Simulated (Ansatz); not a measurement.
What does this script print? It uses Ansatz 0.2.0 through its Python package.

Script `ch5alcl2si_torsion.py`:
```python
"""Rigid torsion scan of CH5AlCl2Si."""

import ansatz as az
from ase import Atoms

atoms = Atoms(["Si", "C", "Al", "Cl", "Cl", "H", "H", "H", "H", "H"], positions=[
    (-0.2938, -1.1882, 0.8863),
    (0.8126, 0.1549, 0.2035),
    (-0.158, 1.2371, -1.1932),
    (-0.8701, 0.2576, -2.9821),
    (-0.3888, 3.4032, -0.9089),
    (-1.5149, -0.4782, 1.4784),
    (0.3836, -1.9363, 1.8984),
    (-0.7389, -2.0078, -0.2259),
    (1.7053, -0.3165, -0.2073),
    (1.146, 0.8233, 1.0537),
])

# start the scan from a relaxed geometry
first = (
    az.Crystal.molecule_from_ase(atoms).calculation()
    .basis(gaussian="def2-SVP")
    .functional("pbe")
    .relax(force_tolerance=0.02, max_steps=80)
)
atoms.positions = first.run(threads=1).report["positions_ang"]

start = atoms.get_dihedral(0, 1, 2, 3)
energies = {}
for turn in range(0, 360, 40):
    turned = atoms.copy()
    turned.set_dihedral(0, 1, 2, 3, start + turn, indices=[2, 3, 4])
    model = (
        az.Crystal.molecule_from_ase(turned).calculation()
        .basis(gaussian="def2-SVP")
        .functional("pbe")
    )
    energies[round((start + turn) % 360)] = model.run(threads=1).report["free_energy_ev"]
floor = min(energies.values())
print("dihedral Si0-C1-Al2-Cl3 (deg)   E - E(min) (kJ/mol)")
for angle, e in sorted(energies.items()):
    print(f"{angle:8d} {96.485332 * (e - floor):14.3f}  " + "#" * int(30 * (e - floor) / max(max(energies.values()) - floor, 1e-9)))
```

```console
$ python ch5alcl2si_torsion.py
dihedral Si0-C1-Al2-Cl3 (deg)   E - E(min) (kJ/mol)
      31          2.798  ######################
      71          0.387  ###
     111          0.456  ###
     151          2.905  #######################
     191          3.626  #############################
     231          1.479  ############
     271          0.000
     311          1.598  #############
     351          3.663  ##############################
```

The scan is rigid and the energies are electronic, in a modest basis. With rigid groups the curve can differ much from the relaxed path, the start wasn't checked as a minimum of this torsion, and equivalent turns needn't return to the same energy. Finished in 80 s on 1 thread of Intel(R) Xeon(R) CPU @ 2.60GHz (Ice Lake) (shared host), peak memory 0.24 GiB.
